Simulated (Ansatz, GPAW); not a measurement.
BaHfO₃: GLLB-SC, run from Python

These are simulated results from GPAW 26.7.0, not measurements. The cell was built from a prototype and was relaxed with r2SCAN in plane waves (Ansatz 0.2.0). It may be hypothetical. All runs are without spin polarisation.

Space group Pm-3m (No. 221), cubic; a = 4.177 Å in the conventional setting, 14.58 Å³ an atom. Ba has 12 O at 2.95 Å; Hf has 6 O at 2.09 Å; O has 2 Hf at 2.09 Å and 4 Ba at 2.95 Å.

GLLB-SC is a model potential. Its fundamental gap is the Kohn-Sham gap plus a derivative discontinuity, which the script evaluates at the band edges among the listed k points. Its total energy isn't variational and serves nothing here.

Input script:

```python
import json
from ase import Atoms
from gpaw import GPAW, PW, FermiDirac

atoms = Atoms(['Ba', 'Hf', 'O', 'O', 'O'],
              cell=[[4.17705877, 0.0, 0.0], [0.0, 4.17705877, 0.0], [0.0, 0.0, 4.17705877]],
              scaled_positions=[[0.0, 0.0, 0.0], [0.5, 0.5, 0.5], [0.5, 0.5, 0.0], [0.5, 0.0, 0.5], [0.0, 0.5, 0.5]],
              pbc=True)
calc = GPAW(mode=PW(400), xc='GLLBSC', kpts={'size': (4, 4, 4), 'gamma': True},
            occupations=FermiDirac(0.02), maxiter=100, legacy_gpaw=True, txt='gpaw.txt')
atoms.calc = calc
res = {'energy': atoms.get_potential_energy(force_consistent=True)}
res['electrons'] = calc.get_number_of_electrons()
res['k'] = calc.get_ibz_k_points().tolist()
res['levels'] = [calc.get_eigenvalues(kpt=i).tolist() for i in range(len(res['k']))]
points = [[0.0, 0.0, 0.0], [0.0, 0.5, 0.0], [0.5, 0.5, 0.0], [0.5, 0.5, 0.5]]
bands = calc.fixed_density(kpts=points, symmetry='off', nbands=round(res['electrons']) // 2 + 6, convergence={'bands': -2}, txt='bands.txt')
res['points'] = [bands.get_eigenvalues(kpt=i).tolist() for i in range(len(points))]
homo, lumo = bands.get_homo_lumo()
potential = calc.hamiltonian.xc.response.calculate_discontinuity_potential(homo, lumo)
res['discontinuity'] = bands.hamiltonian.xc.response.calculate_discontinuity(potential)
json.dump(res, open('results.json', 'w'))
print('free energy (eV):', round(res['energy'], 5))
```

Command: `python run.py`. It took 13 s on 1 thread of Arm Neoverse V1 (shared host), peak memory 0.18 GiB.

The log gpaw.txt, trimmed of paths, versions and times, then the last line on the terminal. An iter line gives the energy in eV and the logarithms of the changes of orbitals (plane waves alone) and density (c: converged):

```
___ ___ ___ _ _ _
 |   |   |_  | | | |

 | | | | | . | | | |

 |__ |  _|___|_____|  26.7.0
 |___|_|

Input parameters:
  kpts: {gamma: True,
         size: (4, 4, 4)}
  maxiter: 100
  mode: {ecut: 400.0,
         name: pw}
  occupations: {fixmagmom: False,
                name: fermi-dirac,
                width: 0.02}
  xc: GLLBSC

System changes: positions, numbers, cell, pbc, initial_charges, initial_magmoms

Initialize ...

species:
  Ba:
    name:    Barium
    Z:       56.0
    valence: 10
    core:    46
    charge:  0.0  # [|e|]
    compensation charges:
      type: gauss
      rc: 0.37  # [Å]
      lmax: 2
    cutoffs:
      filter: 2.06  # [Å]
      core: 2.33  # [Å]
    projectors
    | kind |    occ | energy [eV] | rcut [Å] |

    |------|--------|-------------|----------|

    |   5s |  2.000 |     -33.195 |    1.164 |

    |   6s |  2.000 |      -4.543 |    1.164 |

    |   5p |  6.000 |     -18.426 |    1.164 |

    |    p |        |       0.000 |    1.164 |

    |    d |        |       0.000 |    1.164 |

    |    d |        |      27.211 |    1.164 |

    Using partial waves for Ba as LCAO basis

  Hf:
    name:    Hafnium
    Z:       72.0
    valence: 12
    core:    60
    charge:  0.0  # [|e|]
    compensation charges:
      type: gauss
      rc: 0.41  # [Å]
      lmax: 2
    cutoffs:
      filter: 2.36  # [Å]
      core: 3.84  # [Å]
    projectors
    | kind |    occ | energy [eV] | rcut [Å] |

    |------|--------|-------------|----------|

    |   5s |  2.000 |     -67.812 |    1.397 |

    |   6s |  2.000 |      -5.662 |    1.397 |

    |   5p |  6.000 |     -36.164 |    1.307 |

    |   6p |  0.000 |      -1.638 |    1.307 |

    |   5d |  2.000 |      -2.986 |    1.334 |

    |    d |        |      24.226 |    1.334 |

    Using partial waves for Hf as LCAO basis

  O:
    name:    Oxygen
    Z:       8.0
    valence: 6
    core:    2
    charge:  0.0  # [|e|]
    compensation charges:
      type: gauss
      rc: 0.21  # [Å]
      lmax: 2
    cutoffs:
      filter: 1.17  # [Å]
      core: 0.83  # [Å]
    projectors
    | kind |    occ | energy [eV] | rcut [Å] |

    |------|--------|-------------|----------|

    |   2s |  2.000 |     -28.986 |    0.688 |

    |   2p |  4.000 |     -13.358 |    0.598 |

    |    s |        |      -1.774 |    0.688 |

    |    p |        |      13.853 |    0.598 |

    |    d |        |       0.000 |    0.619 |

    Using partial waves for O as LCAO basis

Reference energy: -637055.447374  # eV

Spin-paired calculation

Convergence criteria:
 Maximum [total energy] change in last 3 cyles: 0.0005 eV / valence electron
 Maximum integral of absolute [dens]ity change: 0.0001 electrons / valence electron
 Maximum integral of absolute [eigenst]ate change: 4e-08 eV^2 / valence electron
 Maximum number of scf [iter]ations: 100
 (Square brackets indicate name in SCF output, whereas a 'c' in
 the SCF output indicates the quantity has converged.)

Symmetries present (total): 48

  ( 1  0  0)  ( 1  0  0)  ( 1  0  0)  ( 1  0  0)  ( 1  0  0)  ( 1  0  0)
  ( 0  1  0)  ( 0  1  0)  ( 0  0  1)  ( 0  0  1)  ( 0  0 -1)  ( 0  0 -1)
  ( 0  0  1)  ( 0  0 -1)  ( 0  1  0)  ( 0 -1  0)  ( 0  1  0)  ( 0 -1  0)
[... 23 lines left out ...]
  ( 1  0  0)  (-1  0  0)  ( 0  0  1)  ( 0  0 -1)  ( 0  0  1)  ( 0  0 -1)

  (-1  0  0)  (-1  0  0)  (-1  0  0)  (-1  0  0)  (-1  0  0)  (-1  0  0)
  ( 0  0  1)  ( 0  0  1)  ( 0  0 -1)  ( 0  0 -1)  ( 0 -1  0)  ( 0 -1  0)
  ( 0  1  0)  ( 0 -1  0)  ( 0  1  0)  ( 0 -1  0)  ( 0  0  1)  ( 0  0 -1)

64 k-points: 4 x 4 x 4 Monkhorst-Pack grid + [1/8,1/8,1/8]
10 k-points in the irreducible part of the Brillouin zone
       k-points in crystal coordinates                weights
   0:     0.00000000    0.00000000    0.00000000          1/64
   1:     0.25000000    0.00000000    0.00000000          6/64
   2:     0.25000000    0.25000000    0.00000000         12/64
   3:     0.25000000    0.25000000    0.25000000          8/64
   4:     0.50000000    0.00000000    0.00000000          3/64
   5:     0.50000000    0.25000000    0.00000000         12/64
   6:     0.50000000    0.25000000    0.25000000         12/64
   7:     0.50000000    0.50000000    0.00000000          3/64
   8:     0.50000000    0.50000000    0.25000000          6/64
   9:     0.50000000    0.50000000    0.50000000          1/64

Wave functions: Plane wave expansion
  Cutoff energy: 400.000 eV
  Number of coefficients (min, max): 1308, 1357
  Pulay-stress correction: 0.000000 eV/Ang^3 (de/decut=0.000000)
  Using FFTW library
  ScaLapack parameters: grid=1x1, blocksize=None
  Wavefunction extrapolation:
    Improved wavefunction reuse through dual PAW basis

Occupation numbers: Fermi-Dirac:
  width: 0.0200  # eV

Eigensolver
   Davidson(niter=2)

Densities:
  Coarse grid: 20*20*20 grid
  Fine grid: 40*40*40 grid
  Total Charge: 0.000000

Density mixing:
  Method: separate
  Backend: msr1
  Linear mixing parameter: 0.05
  old densities: 10
  Width of damping distribution: 1.1
  Damping of long wavelength oscillations: 20

Hamiltonian:
  XC and Coulomb potentials evaluated on a 40*40*40 grid
  Using the GLLBSC Exchange-Correlation functional
  External potential:
    NoExternalPotential

XC parameters: GLLBSC functional being used consists of
  -----------------------------------------------------------------------
  | Weight | Module     | Description                                   |

  -----------------------------------------------------------------------
  |  1.000 | SCREENING  | GGA_X_PBE_SOL with 2 nearest neighbor stencil |

  |  1.000 | RESPONSE   | eps=0.0500 eV                                 |

  |  1.000 | XC         | GGA_C_PBE_SOL with 2 nearest neighbor stencil |

  -----------------------------------------------------------------------

Memory estimate:
  Process memory now: 115.56 MiB
  Calculator: 16.09 MiB
    Density: 4.93 MiB
      Arrays: 1.59 MiB
      Localized functions: 2.12 MiB
      Mixer: 1.22 MiB
    Hamiltonian: 1.09 MiB
      Arrays: 1.04 MiB
      XC: 0.00 MiB
      Poisson: 0.00 MiB
      vbar: 0.06 MiB
    Wavefunctions: 10.07 MiB
      Arrays psit_nG: 5.80 MiB
      Eigensolver: 0.80 MiB
      Projections: 0.32 MiB
      Projectors: 2.63 MiB
      PW-descriptor: 0.51 MiB

Total number of cores used: 1

Number of atoms: 5
Number of atomic orbitals: 30
Number of bands in calculation: 28
Number of valence electrons: 40
Bands to converge: occupied

... initialized

Initializing position-dependent things.

Density initialized from atomic densities
Creating initial wave functions:
  28 bands from LCAO basis set

    .---------.
   /|         |

  / |         |

 *  |         |

 |O |  Hf     |

 |  .---------.
 | /  O      /
 |/    O    /
 Ba--------*
Positions:
   0 Ba     0.000000    0.000000    0.000000    ( 0.0000,  0.0000,  0.0000)
   1 Hf     2.088529    2.088529    2.088529    ( 0.0000,  0.0000,  0.0000)
   2 O      2.088529    2.088529    0.000000    ( 0.0000,  0.0000,  0.0000)
   3 O      2.088529    0.000000    2.088529    ( 0.0000,  0.0000,  0.0000)
   4 O      0.000000    2.088529    2.088529    ( 0.0000,  0.0000,  0.0000)

Unit cell:
           periodic     x           y           z      points  spacing
  1. axis:    yes    4.177059    0.000000    0.000000    20     0.2089
  2. axis:    yes    0.000000    4.177059    0.000000    20     0.2089
  3. axis:    yes    0.000000    0.000000    4.177059    20     0.2089

  Lengths:   4.177059   4.177059   4.177059
  Angles:   90.000000  90.000000  90.000000

Effective grid spacing dv^(1/3) = 0.2089

iter:   1   -50.648595
iter:   2   -47.329443   -0.75  -0.89
iter:   3   -37.989319   -0.42  -0.93
iter:   4   -37.201917   -1.06  -1.34
iter:   5   -38.000928   -1.41  -1.45
iter:   6   -36.071918   -1.50  -1.52
iter:   7   -36.193774   -2.44  -2.21
iter:   8   -36.335495   -3.26  -2.23
iter:   9   -36.282776   -4.52  -3.26
iter:  10   -36.308631   -4.99  -3.12
iter:  11   -36.306148   -6.16  -3.94
iter:  12   -36.304772c  -6.67  -4.09c
iter:  13   -36.305315c  -7.52c -4.53c

Converged after 13 iterations.

Energy contributions relative to reference atoms: (reference = -637055.447374)

Kinetic:        +12.214435
Potential:       -6.228898
External:        +0.000000
XC:             -41.785371
Entropy (-ST):   -0.000000
Local:           -0.505480
SIC:             +0.000000
--------------------------
Free energy:    -36.305315
Extrapolated:   -36.305315

GLLBSC response reference energy: 4.87357 eV (from HOMO)

Showing only first 2 kpts
 Kpt  Band  Eigenvalues  Occupancy
  0    18      4.73353    2.00000
  0    19      4.73353    2.00000
  0    20      9.90300    0.00000
  0    21      9.90300    0.00000

  1    18      4.56964    2.00000
  1    19      4.56964    2.00000
  1    20     10.13229    0.00000
  1    21     11.03569    0.00000

Fermi level: 5.56648

Gap: 5.029 eV
Transition (v -> c):
  (s=0, k=9, n=19, [0.50, 0.50, 0.50]) -> (s=0, k=0, n=20, [0.00, 0.00, 0.00])
Direct/indirect transitions are different
Direct gap: 5.169 eV
Transition at: (s=0, k=0, n=19, [0.00, 0.00, 0.00])

free energy (eV): -36.30531
```

The gap in the log is over the mesh alone; results.json adds the listed points. GLLB-SC gives a gap of 6.53 eV (5.029 eV Kohn-Sham over the listed points plus 1.503 eV discontinuity). On the same cell, plane-wave PBE (Ansatz, 6×6×6 k points and the special points) gives a gap of 3.66 eV and r2SCAN a gap of 4.19 eV; on shared hosts these took about 4 and 9.6 core-seconds on the 5-atom cell, against 13 for the script. Spin-orbit coupling, left out in all these runs, can cut or reorder the gap by tenths of an eV, up to about 1 eV with Pb or Bi.

Spin-orbit coupling is left out.
